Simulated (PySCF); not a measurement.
# SiPH5Br+ (SMILES [PH3+][SiH2]Br) at HF/pc-1

Aim: the vertical ionisation energy of SiPH5Br+ at HF/pc-1, from 2 runs. Input form: a Python script.

The results are computed with PySCF 2.14.0.

### Step 1. The system as given

SiPH5Br+ has 8 atoms, charge +1, and is taken as a singlet. As SMILES, `[PH3+][SiH2]Br`. The shape is that of a GFN2-xTB optimisation.

Bond lengths: P1–Si2 2.365 Å, Si2–Br3 2.186 Å, P1–H4 1.376 Å, P1–H5 1.377 Å, P1–H6 1.377 Å, Si2–H7 1.453 Å, Si2–H8 1.453 Å. Some angles: P1–Si2–Br3 102.4°, P1–Si2–H7 101.5°, P1–Si2–H8 101.6°, Br3–Si2–H7 113.4°, Br3–Si2–H8 113.3°, Si2–P1–H4 117.5°, Si2–P1–H5 117.1°, Si2–P1–H6 116.8°, H7–Si2–H8 121.0°, H4–P1–H5 101.0°.

### Step 2. A single-point energy at HF/pc-1

File calc.py:

```python
# [PH3+][SiH2]Br
from pyscf import gto

mol = gto.Mole()
mol.atom = '''
P   -0.614690   0.836360  -0.311600
Si   0.554960  -1.127020   0.295990
Br   2.426980  -0.331450   1.096830
H   -1.872130   0.686150  -0.850260
H   -0.023020   1.653970  -1.248380
H   -0.865820   1.744880   0.692590
H   -0.318540  -1.680520   1.315990
H    0.712270  -1.782380  -0.991160
'''
mol.max_memory = 1860
mol.spin = 0
mol.charge = 1
mol.verbose = 3
mol.basis = 'pc-1'
mol.build()

calc0 = mol.RHF()
calc0.conv_tol = 1e-10
calc0.kernel()
if not calc0.converged:
    calc0 = calc0.newton().run(calc0.mo_coeff, calc0.mo_occ)

etot = calc0.e_tot
print(f'total energy: {etot:.8f} hartree')
```

Launch:

```
$ OMP_NUM_THREADS=1 python calc.py
```

Output:

```text
converged SCF energy = -3204.64219083646
total energy: -3204.64219084 hartree
```

Wall time 3 s (1 thread of Arm Neoverse V1, shared host); peak memory 0.17 GiB.

### Step 3. Doublet [SiPH5Br]2+

File run.py:

```python
from pyscf import gto

mol = gto.Mole()
mol.atom = '''
P     -1.161596     1.580491    -0.588839
Si     1.048722    -2.129759     0.559340
Br     4.586328    -0.626350     2.072708
H     -3.537813     1.296636    -1.606759
H     -0.043501     3.125550    -2.359096
H     -1.636163     3.297345     1.308805
H     -0.601953    -3.175723     2.486861
H      1.345995    -3.368210    -1.873021
'''
mol.unit = 'bohr'
mol.basis = 'pc-1'
mol.charge = 2
mol.spin = 1
mol.max_memory = 1860
mol.verbose = 4
mol.build()

mf = mol.UHF()
mf.conv_tol = 1e-10
mf.kernel()
if not mf.converged:
    mf = mf.newton().run(mf.mo_coeff, mf.mo_occ)

e_final = mf.e_tot
print('E = %.10f Eh' % e_final)
```

Launch:

```
$ OMP_NUM_THREADS=1 python run.py
```

Output:

```text
PySCF version 2.14.0

[INPUT] num. atoms = 8
[INPUT] num. electrons = 67
[INPUT] charge = 2
[INPUT] spin (= nelec alpha-beta = 2S) = 1
[INPUT] symmetry False subgroup None
[INPUT] Mole.unit = bohr
[INPUT] Symbol           X                Y                Z      unit          X                Y                Z       unit  Magmom
[INPUT]  1 P     -0.614690131496   0.836359819264  -0.311600179701 AA   -1.161596000000   1.580491000000  -0.588839000000 Bohr   0.0
[INPUT]  2 Si     0.554959782990  -1.127019927552   0.295989981156 AA    1.048722000000  -2.129759000000   0.559340000000 Bohr   0.0
[INPUT]  3 Br     2.426980259404  -0.331450146060   1.096829838492 AA    4.586328000000  -0.626350000000   2.072708000000 Bohr   0.0
[INPUT]  4 H     -1.872130016097   0.686150222058  -0.850260246241 AA   -3.537813000000   1.296636000000  -1.606759000000 Bohr   0.0
[INPUT]  5 H     -0.023019737852   1.653969831591  -1.248379841573 AA   -0.043501000000   3.125550000000  -2.359096000000 Bohr   0.0
[INPUT]  6 H     -0.865820172951   1.744879830541   0.692589779538 AA   -1.636163000000   3.297345000000   1.308805000000 Bohr   0.0
[INPUT]  7 H     -0.318539809645  -1.680520239794   1.315990167926 AA   -0.601953000000  -3.175723000000   2.486861000000 Bohr   0.0
[INPUT]  8 H      0.712269880012  -1.782379973593  -0.991160028775 AA    1.345995000000  -3.368210000000  -1.873021000000 Bohr   0.0

nuclear repulsion = 310.679910054523
number of shells = 19
number of NR pGTOs = 192
number of NR cGTOs = 88
basis = pc-1
ecp = {}

******** <class 'pyscf.scf.uhf.UHF'> ********
method = UHF
initial guess = minao
damping factor = 0
level_shift factor = 0
DIIS = <class 'pyscf.scf.diis.CDIIS'>
diis_start_cycle = 1
diis_space = 8
diis_damp = 0
SCF conv_tol = 1e-10
SCF conv_tol_grad = None
SCF max_cycles = 50
direct_scf = True
direct_scf_tol = 1e-13
number electrons alpha = 34  beta = 33
Set gradient conv threshold to 1e-05
init E= -3203.82493411758
[... the frontier-level lines of each cycle are left out ...]

cycle= 1 E= -3203.87914937622  delta_E= -0.0542  |g|= 0.432  |ddm|= 1.59
cycle= 2 E= -3204.03228176864  delta_E= -0.153  |g|= 0.226  |ddm|= 0.708
cycle= 3 E= -3204.07104157215  delta_E= -0.0388  |g|= 0.0586  |ddm|= 0.267
cycle= 4 E= -3204.08264073756  delta_E= -0.0116  |g|= 0.0425  |ddm|= 0.139
cycle= 5 E= -3204.08926332958  delta_E= -0.00662  |g|= 0.024  |ddm|= 0.117
cycle= 6 E= -3204.0922863415  delta_E= -0.00302  |g|= 0.00893  |ddm|= 0.107
cycle= 7 E= -3204.09257787595  delta_E= -0.000292  |g|= 0.00532  |ddm|= 0.0287
cycle= 8 E= -3204.09268015959  delta_E= -0.000102  |g|= 0.00248  |ddm|= 0.0267
cycle= 9 E= -3204.09269408657  delta_E= -1.39e-05  |g|= 0.00104  |ddm|= 0.00714
cycle= 10 E= -3204.09269828567  delta_E= -4.2e-06  |g|= 0.000464  |ddm|= 0.0043
cycle= 11 E= -3204.09269927252  delta_E= -9.87e-07  |g|= 0.000283  |ddm|= 0.00177
cycle= 12 E= -3204.09269975269  delta_E= -4.8e-07  |g|= 0.000172  |ddm|= 0.00118
cycle= 13 E= -3204.09269996169  delta_E= -2.09e-07  |g|= 5.26e-05  |ddm|= 0.00109
cycle= 14 E= -3204.09269997678  delta_E= -1.51e-08  |g|= 2.03e-05  |ddm|= 0.000278
cycle= 15 E= -3204.09269997848  delta_E= -1.69e-09  |g|= 1.06e-05  |ddm|= 8.35e-05
cycle= 16 E= -3204.09269997895  delta_E= -4.79e-10  |g|= 7.46e-06  |ddm|= 3.45e-05
cycle= 17 E= -3204.09269997933  delta_E= -3.77e-10  |g|= 6.63e-06  |ddm|= 2.85e-05
cycle= 18 E= -3204.09269997966  delta_E= -3.33e-10  |g|= 6.56e-06  |ddm|= 2.51e-05
cycle= 19 E= -3204.0926999798  delta_E= -1.38e-10  |g|= 6.58e-06  |ddm|= 9.98e-06
cycle= 20 E= -3204.09269997923  delta_E= 5.7e-10  |g|= 6.46e-06  |ddm|= 4.28e-05
cycle= 21 E= -3204.09269997612  delta_E= 3.12e-09  |g|= 5.79e-06  |ddm|= 0.00025
cycle= 22 E= -3204.09269997102  delta_E= 5.1e-09  |g|= 4.41e-06  |ddm|= 0.000522
cycle= 23 E= -3204.09269996754  delta_E= 3.48e-09  |g|= 2.7e-06  |ddm|= 0.000582
cycle= 24 E= -3204.09269996647  delta_E= 1.07e-09  |g|= 1.19e-06  |ddm|= 0.000427
cycle= 25 E= -3204.0926999664  delta_E= 6.96e-11  |g|= 5.98e-07  |ddm|= 0.000114
Extra cycle  E= -3204.0926999664  delta_E= -2.27e-12  |g|= 4.69e-07  |ddm|= 1.01e-06
converged SCF energy = -3204.0926999664  <S^2> = 0.75837755  2S+1 = 2.0083601
E = -3204.0926999664 Eh
```

Wall time 4.5 s (1 thread of Arm Neoverse V1, shared host); peak memory 0.17 GiB.

### Step 4. Outcome

At HF/pc-1:

| quantity | value |
| --- | --- |
| singlet SiPH5Br+: total energy | -3204.64219 Eh |
| singlet SiPH5Br+: HOMO energy | -16.20 eV |
| singlet SiPH5Br+: LUMO energy | -2.47 eV |
| singlet SiPH5Br+: HOMO–LUMO gap | 13.73 eV |
| doublet [SiPH5Br]2+: total energy | -3204.09270 Eh |
| doublet [SiPH5Br]2+: HOMO energy (highest over α and β) | -23.43 eV |
| doublet [SiPH5Br]2+: LUMO energy (lowest over α and β) | -13.75 eV |
| doublet [SiPH5Br]2+: ⟨S²⟩ | 0.758 |
| vertical ionisation energy (to the doublet dication) | 14.952 eV |

In words: The vertical ionisation energy comes to 14.95 eV (1443 kJ/mol). −ε(HOMO) before ionisation, 16.20 eV, is 1.25 eV above this ionisation energy.
